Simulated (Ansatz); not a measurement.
# YSe2: the cost of one run

Method: DFT PBE, scalar-relativistic, plane waves, PAW, in Ansatz 0.2.0.

## (1) The structure to begin with

Symmetry: Immm, No. 71, orthorhombic system. Conventional cell: a = 4.079 Å, b = 5.673 Å, c = 13.364 Å, α = 90.00°, β = 90.00°, γ = 90.00°. Around Y (site symmetry mm2) lie 8 Se at 2.79 to 3.11 Å. Se (site symmetry mm2) is surrounded by 4 Y at 2.79 to 2.93 Å. Se (site symmetry m2m) has 1 Se at 2.39 Å and 4 Y at 3.11 Å as nearest neighbours.

Coordinates:

```
CELL_PARAMETERS angstrom
-2.03971 2.83636 6.68199
2.03971 -2.83636 6.68199
2.03971 2.83636 -6.68199
ATOMIC_POSITIONS crystal
Y 0.84919 0.84919 0.00000
Y 0.15081 0.15081 0.00000
Se 0.70661 0.20661 0.50000
Se 0.29339 0.79339 0.50000
Se 0.78922 0.50000 0.28922
Se 0.21078 0.50000 0.71078
```

(A quick probe on a coarse mesh, which set the mesh and smearing, is not shown.)

## (3) Relaxing cell and atoms

input.yaml

```yaml
crystal:
  lattice:
    - [-2.03971088, 2.83636136, 6.68199423]
    - [2.03971088, -2.83636136, 6.68199423]
    - [2.03971088, 2.83636136, -6.68199423]
  atoms:
    - { symbol: "Y", position: [0.84919081, 0.84919081, 0.0] }
    - { symbol: "Y", position: [0.15080919, 0.15080919, 0.0] }
    - { symbol: Se, position: [0.70660587, 0.20660587, 0.5] }
    - { symbol: Se, position: [0.29339413, 0.79339413, 0.5] }
    - { symbol: Se, position: [0.78921839, 0.5, 0.28921839] }
    - { symbol: Se, position: [0.21078161, 0.5, 0.71078161] }
basis:
  ecutwfc: 420
kpoints:
  mp_grid: { grid: [10, 10, 10] }
hamiltonian:
  xc: pbe
scf:
  occupations: { method: gaussian, width: 0.01 }
output:
  forces: true
  stress: true
  eigenvalues: true
relax:
  adjacent_minimum: "off"
  f_tol: 0.01
  max_steps: 80
  cell: { stress_tol: 0.05 }
```

On the command line:

```sh
$ ansatz run input.yaml --threads 1 --pin off --max-ram 2560MiB --backend cpu --events-out ev --progress --plain --runs-dir out
```

What time and memory should one allow on 1 thread of Arm Neoverse V1, shared host?

About 8.1 min, with a peak of 1.1 GiB.
